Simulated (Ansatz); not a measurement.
**F₃H₂NZr: shape, modes and thermochemistry**

The task is to find a stationary geometry of F₃H₂NZr, then compute its harmonic vibrations to see whether it is a minimum and to get the zero-point energy and entropy, and look at its orbitals and charge.

Program: Ansatz 0.2.0, Gaussian basis. Level of theory: RKS PBE0-D4/def2-TZVP. These are calculated values, not measurements.

Levels to be run: relaxation at PBE0-D4/def2-TZVP; harmonic vibrations at the same level; a single point in def2-TZVPP for the fields.

## Step 1: The starting structure

SMILES `[NH2][Zr]([F])([F])[F]`, 7 atoms, charge 0, spin multiplicity 1.

Atoms are counted from 1 here; the program's logs count them from 0.

Bond lengths: N1–Zr2 2.000 Å, N1–H6 1.027 Å, N1–H7 1.028 Å, Zr2–F3 1.862 Å, Zr2–F4 1.861 Å, Zr2–F5 1.858 Å. Angles: Zr2–N1–H6 122.6°, Zr2–N1–H7 123.1°, H6–N1–H7 107.7°, N1–Zr2–F3 109.5°, N1–Zr2–F4 107.5°, N1–Zr2–F5 107.1°, F3–Zr2–F4 113.3°, F3–Zr2–F5 109.3°, F4–Zr2–F5 109.9°.

As a file:

| atom | x (Å) | y (Å) | z (Å) |
| --- | --- | --- | --- |
| N1 | -0.6303 | 0.7220 | 0.7761 |
| Zr2 | 0.3712 | -0.5514 | -0.3971 |
| F3 | 1.6152 | -1.4889 | 0.6224 |
| F4 | -0.8800 | -1.6510 | -1.2261 |
| F5 | 1.2627 | 0.4654 | -1.6708 |
| H6 | -1.5700 | 1.0655 | 0.5454 |
| H7 | -0.1687 | 1.4383 | 1.3501 |

The start is a GFN2-xTB geometry. Zr takes the def2 core potential; no spin-orbit term is included.

## Step 2: Geometry optimisation, PBE0-D4/def2-TZVP

Contents of in.yaml:

```yaml
crystal:
  periodic: [false, false, false]
  atoms:
    - {symbol: N, position_ang: [-0.630330, 0.721990, 0.776080]}
    - {symbol: Zr, position_ang: [0.371240, -0.551380, -0.397130]}
    - {symbol: F, position_ang: [1.615150, -1.488880, 0.622390]}
    - {symbol: F, position_ang: [-0.880010, -1.650960, -1.226050]}
    - {symbol: F, position_ang: [1.262660, 0.465400, -1.670780]}
    - {symbol: H, position_ang: [-1.569990, 1.065500, 0.545350]}
    - {symbol: H, position_ang: [-0.168720, 1.438340, 1.350140]}
basis:
  gaussian: {orbitals: def2-TZVP}
hamiltonian: {xc: pbe0, dispersion: d4}
relax: {f_tol: 0.005, max_steps: 150}
```

The run is started by

```sh
ansatz run in.yaml --threads 4 --pin off --events-out ev --progress --plain --max-ram 10444MiB
```

Further steps of the session: Harmonic vibrations; Fields at the relaxed geometry.

Before running them: what should the planned runs give, taken together? Wanted: point group; shift from the start; total energy; dispersion term; dipole moment; lowest, highest wavenumber; HOMO, LUMO.

**Answer**, as computed:

| quantity | value |
| --- | --- |
| point group | C1 |
| steps | 7 |
| shift from the start (rms) | 0.101 Å |
| total energy | -10956.4310 eV |
| dispersion term | -105 meV |
| dipole moment | 2.57 D |
| lowest, highest wavenumber | -24, 3649 cm⁻¹ |
| HOMO, LUMO | -8.18, -1.02 eV |

What this shows: The relaxed geometry lies 0.10 Å (rms) from the start; the bond that changed most is Zr2–F5, from 1.858 to 1.909 Å. One or more small negative wavenumbers (down to -24 cm⁻¹) point to a very flat motion, so a minimum isn't proven. The stiffest mode, 3649 cm⁻¹, is an N–H stretch. Harmonic hybrid wavenumbers usually lie a few per cent above measured fundamentals. The largest Mulliken charge, +1.76 e, sits on Zr2. The HOMO lies mostly on N1 71 %; H6, H7 about 9 % each and the LUMO on Zr2 65 %; F3, F4 about 8 % each.
